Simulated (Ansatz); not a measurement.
# C3H8F2Si: ionisation energy by level of theory

Aim: the vertical ionisation energy of C3H8F2Si, as cation minus neutral at the neutral's geometry, on several levels, and how well −ε(HOMO) stands in for it.

Program: Ansatz 0.2.0, Gaussian basis. Level of theory: unrestricted cation, the program's frozen cores in correlated methods. These are calculated values, not measurements.

Plan: UKS PBE-D4/def2-TZVPP; UKS r2SCAN-D4/def2-TZVPP; UKS PBE0-D4/def2-TZVPP; UKS B3LYP-D4/def2-TZVPP; UKS wB97X-V/def2-TZVPP; UKS wB97M-V/def2-TZVPP; UKS B2PLYP/def2-TZVPP; UHF-CCSD(T)/def2-TZVPP; UHF-MP2/def2-QZVPP; extrapolation to the limit; then −ε(HOMO) from the neutral's earlier runs with LDA (SPW92), PBE-D4, revPBE-D4, BLYP-D4, r2SCAN-D4, B97M-V, PBE0-D4, B3LYP-D4, r2SCANh-D4, r2SCAN0-D4, HSE06-D4, BHLYP-D4, CAM-B3LYP-D4, LC-ωPBE, ωB97X-V, ωB97M-V.

1 further run of the same task is left out (it didn't finish).

**1. The geometry**

The geometry comes from an earlier relaxation with PBE0-D4 in a triple-zeta def2 set; it is a stationary point, not always the lowest conformer.

SMILES `CC(C)[SiH](F)F`, 14 atoms, charge 0, spin multiplicity 1.

Atoms are counted from 1 here; the program's logs count them from 0.

Bond lengths: C1–C2 1.528 Å, C1–H7 1.093 Å, C1–H8 1.092 Å, C1–H9 1.094 Å, C2–C3 1.529 Å, C2–Si4 1.854 Å, C2–H10 1.099 Å, C3–H11 1.093 Å, C3–H12 1.094 Å, C3–H13 1.094 Å, Si4–F5 1.593 Å, Si4–F6 1.592 Å, Si4–H14 1.479 Å. Angles: C2–C1–H7 111.1°, C2–C1–H8 112.0°, C2–C1–H9 110.5°, H7–C1–H8 107.8°, H7–C1–H9 107.4°, H8–C1–H9 107.8°, C1–C2–C3 111.8°, C1–C2–Si4 111.9°, C1–C2–H10 108.5°, C3–C2–Si4 110.6°, C3–C2–H10 108.4°, Si4–C2–H10 105.3°, C2–C3–H11 111.1°, C2–C3–H12 110.6°, C2–C3–H13 112.3°, H11–C3–H12 107.4°, H11–C3–H13 107.7°, H12–C3–H13 107.5° and more.

**2. Cation, UKS PBE-D4/def2-TZVPP**

in.yaml reads:

```yaml
crystal:
  periodic: [false, false, false]
  atoms:
    - {symbol: C, position_ang: [-1.516357, -0.108463, -0.077453]}
    - {symbol: C, position_ang: [-0.089005, 0.049754, 0.445916]}
    - {symbol: C, position_ang: [0.644392, -1.290592, 0.511299]}
    - {symbol: Si, position_ang: [0.880820, 1.276234, -0.551186]}
    - {symbol: F, position_ang: [0.992294, 0.778385, -2.060423]}
    - {symbol: F, position_ang: [0.124095, 2.676639, -0.589352]}
    - {symbol: H, position_ang: [-1.520045, -0.509434, -1.094584]}
    - {symbol: H, position_ang: [-2.054782, 0.841624, -0.091539]}
    - {symbol: H, position_ang: [-2.080021, -0.803915, 0.551373]}
    - {symbol: H, position_ang: [-0.133323, 0.471127, 1.460230]}
    - {symbol: H, position_ang: [0.716567, -1.748018, -0.479250]}
    - {symbol: H, position_ang: [0.108246, -1.991162, 1.157789]}
    - {symbol: H, position_ang: [1.659319, -1.189568, 0.905620]}
    - {symbol: H, position_ang: [2.254999, 1.518188, -0.059638]}
basis:
  gaussian: {orbitals: def2-TZVPP}
total_charge: 1
magnetization: {spin_polarized: true, initial_magnetization: 1}
hamiltonian: {xc: pbe, dispersion: d4}
```

Further steps of the session: Cation, UKS r2SCAN-D4/def2-TZVPP; Cation, UKS PBE0-D4/def2-TZVPP; Cation, UKS B3LYP-D4/def2-TZVPP; Cation, UKS wB97X-V/def2-TZVPP; Cation, UKS wB97M-V/def2-TZVPP; Cation, UKS B2PLYP (frozen core)/def2-TZVPP; Cation, UHF-CCSD(T)/def2-TZVPP; Cation, UHF-MP2/def2-QZVPP.

Q: Predict the results of all the runs planned. Wanted: ionisation energy, CCSD(T)/CBS; nearest functional by difference; nearest −ε(HOMO); −ε(HOMO) of PBE; T1 of the cation.

As calculated:

| quantity | value |
| --- | --- |
| ionisation energy, CCSD(T)/CBS | 11.01 eV |
| nearest functional by difference | ωB97X-V (-0.27 eV) |
| nearest −ε(HOMO) | LC-ωPBE (+0.16 eV) |
| −ε(HOMO) of PBE | 7.11 eV |
| T1 of the cation | 0.018 |

**Reading.** By cation minus neutral, the functionals miss by 0.87 eV at most. −ε(HOMO) of PBE misses by 3.9 eV, since self-interaction lifts the level. Among orbital estimates LC-ωPBE comes nearest. Hartree-Fock falls 0.74 eV short, as the neutral has more correlation energy than the cation.
